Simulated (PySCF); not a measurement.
# AlI: changing the method

Aim: see what other levels and later steps give for AlI.

Method: each script names its method and basis; program: PySCF 2.14.0.

2 further runs of the same task are left out: 2 that didn't finish.

**1. Where the work starts**

AlI: 2 atoms, charge 0, spin multiplicity 1.

Bond lengths: Al1–I2 2.630 Å.

**2. The base run**

File input.py:

```python
from pyscf import gto, scf, mp

mol = gto.M(
    atom='Al 0 0 0; I 0 0 2.63',
    basis='def2-svp',
    ecp={'I': 'def2-svp'},
    charge=0,
    spin=0,
    verbose=3,
)
mf = scf.RHF(mol)
mf.kernel()
mp.MP2(mf, frozen=9).kernel()
mf.dip_moment()
print('orbital energies (hartree):', mf.mo_energy[..., max(0, mol.nelec[1]-3):mol.nelec[0]+3].round(4))
```

Launch:

```console
$ OMP_NUM_THREADS=1 python input.py
```

**3. Scan (RKS)**

Run 1 changes functional: none (Hartree–Fock) → scan; SCF type: RHF → RKS; step after the SCF: mp2 → analyze.

Edit input.py of step 2 so:

```diff
@@ -1,2 +1,2 @@
-from pyscf import gto, scf, mp
+from pyscf import gto, dft
 
@@ -10,5 +10,5 @@
 )
-mf = scf.RHF(mol)
+mf = dft.RKS(mol, xc='scan')
 mf.kernel()
-mp.MP2(mf, frozen=9).kernel()
+mf.mulliken_pop()
 mf.dip_moment()
```

**4. CASCI**

Run 2 changes step after the SCF: mp2 → casci; active space: none → 6 electrons in 6 orbitals.

Edit input.py of step 2 so:

```diff
@@ -1,2 +1,2 @@
-from pyscf import gto, scf, mp
+from pyscf import gto, scf, mcscf
 
@@ -12,3 +12,5 @@
 mf.kernel()
-mp.MP2(mf, frozen=9).kernel()
+mc = mcscf.CASCI(mf, 6, 6)
+mc.kernel()
+mc.analyze()
 mf.dip_moment()
```

**5. Polarisability**

Run 3 changes step after the SCF: mp2 → polarizability.

Edit input.py of step 2 so:

```diff
@@ -1,2 +1,3 @@
-from pyscf import gto, scf, mp
+from pyscf import gto, scf
+from pyscf.prop.polarizability import rhf as pol
 
@@ -12,3 +13,4 @@
 mf.kernel()
-mp.MP2(mf, frozen=9).kernel()
+print('polarizability (a.u.)')
+print(pol.Polarizability(mf).polarizability().round(4))
 mf.dip_moment()
```

**6. M06 (RKS)**

Run 4 changes functional: none (Hartree–Fock) → m06; SCF type: RHF → RKS; step after the SCF: mp2 → analyze.

Edit input.py of step 2 so:

```diff
@@ -1,2 +1,2 @@
-from pyscf import gto, scf, mp
+from pyscf import gto, dft
 
@@ -10,5 +10,5 @@
 )
-mf = scf.RHF(mol)
+mf = dft.RKS(mol, xc='m06')
 mf.kernel()
-mp.MP2(mf, frozen=9).kernel()
+mf.mulliken_pop()
 mf.dip_moment()
```

Q: Predict the outcome of this session. Wanted: for each run, E(SCF); from base; SCF dipole; after the SCF.

**Answer**, as computed:

```
           run  E(SCF) (hartree)  from base (eV)  SCF dipole (D)                           after the SCF
          base       -538.544179               0            2.71  MP2 correlation -4.331 eV, core frozen
    scan (RKS)       -540.201216  not comparable            2.07                                     n/a
         CASCI       -538.544179          0.0000            2.71             CASCI correlation -0.326 eV
polarisability       -538.544179          0.0000            2.71                       mean α 63.2 bohr³
     m06 (RKS)       -540.140910  not comparable            2.29                                     n/a
```

What this shows: Total energies of different functionals can't be compared with each other; differences within one functional can. The dearest run is “m06 (RKS)”, at 4.7 s against 1.6 s.
